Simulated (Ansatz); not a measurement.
# CH5FSeSn: basis-set convergence

One table from this session's results is given with a row withheld; the runs are named, their logs left out.

The runs use Ansatz 0.2.0, Gaussian basis; one geometry, several basis sets.

Plan: PBE0-D4/def2-SVP; ωB97M-V/def2-SVP; PBE0-D4/def2-QZVPP; ωB97M-V/def2-QZVPP; the functionals' def2-TZVPP values are taken from earlier runs.

## The geometry

An earlier PBE0-D4 in a triple-zeta def2 set relaxation fixed the geometry. Sn takes the def2 core potential; no spin-orbit term is included.

9 atoms, charge 0, spin multiplicity 1.

Atoms are counted from 1 here; the program's logs count them from 0.

Bond lengths: C1–Sn2 2.122 Å, C1–H5 1.090 Å, C1–H6 1.089 Å, C1–H7 1.090 Å, Sn2–F3 1.930 Å, Sn2–Se4 2.515 Å, Sn2–H8 1.703 Å, Se4–H9 1.469 Å. Angles: Sn2–C1–H5 110.0°, Sn2–C1–H6 108.7°, Sn2–C1–H7 109.2°, H5–C1–H6 109.7°, H5–C1–H7 109.9°, H6–C1–H7 109.4°, C1–Sn2–F3 103.6°, C1–Sn2–Se4 113.0°, C1–Sn2–H8 119.0°, F3–Sn2–Se4 107.5°, F3–Sn2–H8 104.3°, Se4–Sn2–H8 108.4°, Sn2–Se4–H9 91.5°.

The first run:

The input, in.yaml:

```yaml
crystal:
  periodic: [false, false, false]
  atoms:
    - {symbol: C, position_ang: [-0.182637, 0.559160, -1.219977]}
    - {symbol: Sn, position_ang: [0.506741, -0.700773, 0.342123]}
    - {symbol: F, position_ang: [2.156104, 0.131829, 0.900232]}
    - {symbol: Se, position_ang: [-1.033278, -0.731838, 2.329872]}
    - {symbol: H, position_ang: [-1.139651, 0.198168, -1.595299]}
    - {symbol: H, position_ang: [-0.299308, 1.568890, -0.827948]}
    - {symbol: H, position_ang: [0.552142, 0.565967, -2.024743]}
    - {symbol: H, position_ang: [0.946878, -2.305190, -0.023058]}
    - {symbol: H, position_ang: [-1.418391, 0.667487, 2.101598]}
basis:
  gaussian: {orbitals: def2-SVP}
hamiltonian: {xc: pbe0, dispersion: d4}
output: {orbitals: {seedname: orbitals}}
```

Command:

```sh
ansatz run in.yaml --threads 4 --pin off --events-out ev --progress --plain --max-ram 10444MiB
```

Steps of the session up to this table: PBE0-D4 in def2-SVP; ωB97M-V in def2-SVP; PBE0-D4 in def2-QZVPP; ωB97M-V in def2-QZVPP.

One table of the session follows, with a row left open; its other results are not shown here.

It belongs to the step «Functionals by basis». 

| functional | basis | HOMO (eV) |
| --- | --- | --- |
| PBE0-D4 | def2-SVP | -7.16 |
| PBE0-D4 | def2-TZVPP | -7.30 |
| PBE0-D4 | def2-QZVPP | -7.32 |
| ωB97M-V | def2-SVP | -9.31 |
| ωB97M-V | def2-TZVPP | ? |
| ωB97M-V | def2-QZVPP | -9.49 |

**Question.** Estimate the row for ωB97M-V, def2-TZVPP.

**Answer.** HOMO (eV): -9.47. In the column «HOMO (eV)» it lies between ωB97M-V, def2-QZVPP (-9.49) and ωB97M-V, def2-SVP (-9.31).
